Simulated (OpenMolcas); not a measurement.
**Fe²⁺ with 6 ligands (sulfide): CASSCF and CASPT2 levels and susceptibility**

Aim: the ligand-field states of Fe²⁺ in this surrounding, its lowest levels with spin-orbit coupling and its magnetic susceptibility.

Method: state-averaged CASSCF and CASPT2, spin-orbit coupling by RASSI with atomic mean-field integrals. Code: OpenMolcas 26.06.

## (1) The atom as given

```
Species                           : Fe²⁺ (iron, Z = 26, 24 electrons)
Basis                             : ANO-RCC-VTZP [6s5p3d2f1g], 167 functions with the ligands
Scalar Hamiltonian                : DKH2, point nucleus
Inactive shells                   : 1s 2s 2p 3s 3p of the metal, and all ligand shells
Active space                      : 6 electrons in 5 orbitals (3d)
Some configurations of this space : 3d6
Orbitals                          : optimised for each spin and parity, averaged over all roots
```

Outer shells as boxes (Hund's rule):

3d6
```
3d [↑↓][↑ ][↑ ][↑ ][↑ ]
```

Fe²⁺ is taken with 6 ligands (sulfide) in octahedron coordination (Oh) at 2.65 Å. A charge of +1.67 e stands 2.6 Å behind each ligand. Ligand basis ANO-RCC-VDZP. The distances are assumed, not relaxed.

```xyz
7

Fe    0.0000    0.0000    0.0000
S     2.6500    0.0000    0.0000
S     0.0000    2.6500    0.0000
S    -2.6500    0.0000    0.0000
S     0.0000   -2.6500    0.0000
S     0.0000    0.0000    2.6500
S     0.0000    0.0000   -2.6500
```

Each step is its own input file, run in one work folder so that later steps find the files of earlier ones. Labels, J, g values, rates, χT and fits are worked out afterwards by a script from the matrices that RASSI stores. The input lists half of the charges; inversion (Group=XYZ) makes the rest.

## (2) One- and two-electron integrals

Input file a.inp:

```
&GATEWAY
Coord
7

Fe 0.0 0.0 0.0
S 2.650000 0.000000 0.000000
S 0.000000 2.650000 0.000000
S -2.650000 0.000000 0.000000
S 0.000000 -2.650000 0.000000
S 0.000000 0.000000 2.650000
S 0.000000 0.000000 -2.650000
Basis=Fe.ANO-RCC-VTZP,S.ANO-RCC-VDZP
Group=XYZ
NoMove
AngMom=0.0 0.0 0.0
AMFI
RICD
XField
3 Angstrom 0
5.250000 0.000000 0.000000 1.666667
0.000000 5.250000 0.000000 1.666667
0.000000 0.000000 5.250000 1.666667
&SEWARD
```

The run is started by

```bash
$ OMP_NUM_THREADS=1 MOLCAS_MEM=2457 MOLCAS_PROJECT=a pymolcas a.inp > a.log
```

## (3) Reference wave functions, quintets of even parity, 5 roots

Input file a.inp:

```
&RASSCF
FileOrb=start.orb
Symmetry=1
Spin=5
nActEl=6 0 0
Inactive=30 33
Ras2=5 0
CIRoot=5 5 1
SDav=5
CIMx=300
Iter=150 100
PrWF=0.3
OrbListing=Nothing
MaxOrb=0
LevShft=1.0
>>> COPY $Project.JobIph JOB001
```

start.orb holds start orbitals that the driver prepared beforehand, or those of the step before.

## (4) Reference wave functions, triplets of even parity, 45 roots

Input file a.inp:

```
&RASSCF
FileOrb=start.orb
Symmetry=1
Spin=3
nActEl=6 0 0
Inactive=30 33
Ras2=5 0
CIRoot=45 45 1
SDav=45
CIMx=300
Iter=150 100
PrWF=0.3
OrbListing=Nothing
MaxOrb=0
LevShft=1.0
>>> COPY $Project.JobIph JOB002
```

## (5) CASSCF: singlets of even parity, 50 roots

Input file a.inp:

```
&RASSCF
FileOrb=start.orb
Symmetry=1
Spin=1
nActEl=6 0 0
Inactive=30 33
Ras2=5 0
CIRoot=50 50 1
SDav=50
CIMx=300
Iter=150 100
PrWF=0.3
OrbListing=Nothing
MaxOrb=0
LevShft=1.0
>>> COPY $Project.JobIph JOB003
```

## (6) RASSI: spin-orbit coupling between the states

Input file a.inp:

```
&RASSI
NrOfJobIphs=3 5 45 50
1 2 3 4 5
1 2 3 4 5 6 7 8 9 10 11 12 13 14 15 16 17 18 19 20 21 22 23 24 25 26 27
28 29 30 31 32 33 34 35 36 37 38 39 40 41 42 43 44 45
1 2 3 4 5 6 7 8 9 10 11 12 13 14 15 16 17 18 19 20 21 22 23 24 25 26 27
28 29 30 31 32 33 34 35 36 37 38 39 40 41 42 43 44 45 46 47 48 49 50
IphNames
JOB001
JOB002
JOB003
EJob
SpinOrbit
DIPRint=1.0
SOCoupling=1000.0
Subsets=2
Property=9
'ANGMOM' 1 'ANGMOM' 2 'ANGMOM' 3 'MLTPL  1' 1 'MLTPL  1' 2 'MLTPL  1' 3
'AMFI' 1 'AMFI' 2 'AMFI' 3
SOProperty=3
'ANGMOM' 1 'ANGMOM' 2 'ANGMOM' 3
```

## (7) CASPT2: IPEA 0.25, imaginary shift 0.1 (closed shells correlated: 3s 3p of the metal, with ligand shells; the Frozen line counts the rest)

Input file a.inp:

```
>>> COPY JOB001 $Project.JobIph
&CASPT2
Multistate=5 1 2 3 4 5
NoMult
Frozen=17 18
IPEA=0.25
Imaginary=0.1
MaxIter=60
WThr=0.0 0.3 0.05
PrWF=0.5
NoMix
>>> COPY JOB002 $Project.JobIph
&CASPT2
Multistate=45 1 2 3 4 5 6 7 8 9 10 11 12 13 14 15 16 17 18 19 20 21 22
23 24 25 26 27 28 29 30 31 32 33 34 35 36 37 38 39 40 41 42 43 44 45
NoMult
Frozen=17 18
IPEA=0.25
Imaginary=0.1
MaxIter=60
WThr=0.0 0.3 0.05
PrWF=0.5
NoMix
>>> COPY JOB003 $Project.JobIph
&CASPT2
Multistate=50 1 2 3 4 5 6 7 8 9 10 11 12 13 14 15 16 17 18 19 20 21 22
23 24 25 26 27 28 29 30 31 32 33 34 35 36 37 38 39 40 41 42 43 44 45 46
47 48 49 50
NoMult
Frozen=17 18
IPEA=0.25
Imaginary=0.1
MaxIter=60
WThr=0.0 0.3 0.05
PrWF=0.5
NoMix
```

## (8) CASPT2: IPEA 0.25, imaginary shift 0.1 (closed shells correlated: none of the metal, with ligand shells; the Frozen line counts the rest)

a.inp, as its differences from that of step 7:

```diff
@@ -4,3 +4,3 @@
 NoMult
-Frozen=17 18
+Frozen=18 21
 IPEA=0.25
@@ -16,3 +16,3 @@
 NoMult
-Frozen=17 18
+Frozen=18 21
 IPEA=0.25
@@ -29,3 +29,3 @@
 NoMult
-Frozen=17 18
+Frozen=18 21
 IPEA=0.25
```

(Steps that only read results are left out.)

What does the calculation give? Wanted: spin-free ground state; first state of the same spin within the active space; lowest level; next level.

The runs gave:

```
                                            quantity                                                                                                                                          value
                                              method  SS-CASPT2, IPEA 0.25, imaginary shift 0.1 (closed shells correlated: 3s 3p of the metal, with ligand shells; the Frozen line counts the rest)
                              spin-free ground state                                                                                                                5T2, 3-fold in its orbital part
first state of the same spin within the active space                                                                                                                                5E at 1530 cm⁻¹
                                        lowest level                                                                                                                                      3-fold T2
                                          next level                                                                                                                                     152.2 cm⁻¹
                                         χT at 300 K                                                                                                                                 4.57 cm³ K/mol
                           effective moment at 300 K                                                                                                                                        6.05 μB
```

Cost by method:

| method | time of its own steps | time with the reference |
| --- | --- | --- |
| A. CASSCF | 82 s | 82 s |
| B. SS-CASPT2, IPEA 0.25, imaginary shift 0.1, +3s 3p | 8.9 min | 10 min |
| C. SS-CASPT2, IPEA 0.25, imaginary shift 0.1, +none | 7.5 min | 8.8 min |

Times are of one thread on a shared host.

What this shows: The spin-free ground state (5T2) comes to 100 % from free-ion D terms and keeps the highest spin of the shell. χT at 300 K is 4.57, against 3.01 cm³ K/mol for the spin alone, so orbital moment adds to it. An active space of the d shell alone favours high spin; real ions in strong fields can be low spin. CASPT2 does not keep the components of a term degenerate, and the means are used. With metal d orbitals alone active, the gaps between spin states are rough; where two lie within a few thousand cm-1, their order is open. The bonds are covalent and no ligand orbital is active, so the numbers are rough. Bare point charges leave oxide and sulfide ligands too diffuse, so the field comes out too small. With one d shell, CASPT2 may overshoot the field of a late 3d ion.
